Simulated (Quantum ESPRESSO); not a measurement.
Runs of Quantum ESPRESSO 7.5 on MoSe. Symmetry: Pm-3m, No. 221, cubic system. Conventional cell: a = 3.500 Å, b = 3.500 Å, c = 3.500 Å, α = 90.00°, β = 90.00°, γ = 90.00°. Mo (site symmetry m-3m) is surrounded by 8 Se at 3.03 Å. Se (site symmetry m-3m) has 8 Mo at 3.03 Å as nearest neighbours. The cell was built by a generator and needn't be a form met in nature.

```csv
level,U,mixing beta,gap on the mesh (eV),pressure (GPa)
LDA,-,0.5,none,-32.2
LDA+U,Mo d U = 8 eV,0.3,none,-29.7
LDA+U,Mo d U = 1 eV,0.3,none,-32.2
LDA+U,Mo d U = 6 eV,0.3,none,-26.0
LDA+U,Mo d U = 2 eV,0.3,none,-32.0
LDA+U,Mo d U = 5 eV,0.3,(a),-15.2
LDA+U,Mo d U = 3 eV,0.3,none,(b)
LDA+U,Mo d U = 4 eV,0.3,0.89,-17.7
```

Alike in all rows: task single point; potentials or basis SSSP 1.3 efficiency PBE; no spin polarisation; cell as given; k mesh 8 × 8 × 8; cutoff (eV) 816; smearing fermi-dirac 0.05 eV.

Task: Estimate the missing entries.

Result: (a) 0.86; (b) -23.9.

Caveats: the potentials were made for another functional, which shifts forces and pressure; U without spin polarisation on a metal has little footing (some runs); a pressure of tens of GPa on the cell as given is suspect, and the run, the potentials or the cell itself is likely at fault (some runs).

A k mesh can miss the band edges, and the runs leave out spin-orbit coupling on Mo, Se.

A gap of «none» marks a metal or a gap under the smearing width.
